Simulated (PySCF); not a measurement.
# TcH₃: relaxation and vibrations of the triplet

Aim: relax TcH₃ as a triplet from a trigonal pyramidal start, check by its vibrations whether the end is a minimum, and collect its spectrum and constants.

The runs use PySCF 2.14.0; PBE0, basis Tc def2-TZVP with ECP28, H def2-TZVP, scalar-relativistic core potentials, no spin–orbit coupling, density fitting.

## 1. Where the work starts

4 atoms, charge 0, spin multiplicity 3.

Bond lengths: Tc1–H2 1.600 Å, Tc1–H3 1.600 Å, Tc1–H4 1.600 Å. Angles: H2–Tc1–H3 99.8°, H2–Tc1–H4 99.8°, H3–Tc1–H4 99.8°.

Z-matrix (Å, degrees; charge 0 multiplicity 3):
```
Tc
H  1 1.6000
H  1 1.6000 2 99.75
H  1 1.6000 2 99.75 3 -101.76
```

## 2. Relaxation: trigonal pyramidal start, triplet

The steps below are one call of a driver around PySCF. For each, scf.py gives the equivalent set-up of the SCF; relaxations use the driver's own optimiser. Before each start the driver seeks the lowest SCF state from one or more starting densities and follows internal instabilities, so scf.py alone need not reach the same state.

The program finds C3v symmetry in the start, which this walk keeps.

The input, scf.py:

```python
from pyscf import gto, scf, dft
mol = gto.M(atom='''
Tc    -0.000000    -0.000000    -0.022282
H      1.412697     0.000032     0.728917
H     -0.706375     1.223416     0.728918
H     -0.706321    -1.223447     0.728919''',
    basis={'Tc': 'def2-TZVP', 'H': 'def2-TZVP'},
    ecp={'Tc': 'def2-TZVP'},
    charge=0, spin=2)
mf = dft.UKS(mol, xc='PBE0')
mf.grids.atom_grid = (50, 194)
aux = {'Tc': 'def2-universal-JKFIT', 'H': 'def2-universal-JKFIT'}
mf = mf.density_fit(auxbasis=aux)
mf.kernel()
```

After this run come: Relaxing without the symmetry constraint; Frequencies.

**Question.** What will these runs give? Wanted: minimum; geometry; wavenumbers; dipole moment; highest occupied, lowest empty level; polar-tensor charge of Tc1; zero-point energy; atomisation energy; ⟨S²⟩.

As calculated:

```
                                          quantity                                                              value
                                           minimum                                                        triplet, Cs
                                          geometry  Tc–H 1.612 Å, Tc–H 1.620 Å (×2); H–Tc–H 96.6° (×2), H–Tc–H 105.2°
                                wavenumbers (cm⁻¹)    432 (a'), 508 (a''), 558 (a'), 1988 (a''), 2019 (a'), 2075 (a')
                                     dipole moment                                                             2.87 D
highest occupied, lowest empty level (either spin)                                                    -5.38, -2.13 eV
                        polar-tensor charge of Tc1                                                            +0.85 e
                                 zero-point energy                                                        45.3 kJ/mol
                               entropy at 298.15 K                                                    253.2 J/(mol K)
         atomisation energy (no zero-point energy)                                                         731 kJ/mol
                                              ⟨S²⟩                                                              2.026
```

What this shows: The trigonal pyramidal start (C3v) ends in a minimum of Cs symmetry. In the infrared the band at 1988 cm⁻¹ (a'', stretch) leads. Most of the spin sits on Tc1 (Mulliken spin 2.30, against 2 for the whole molecule). Only this shape and spin were tried, so other structures or states may lie lower. One determinant may miss the lowest occupation of an open d or f shell.
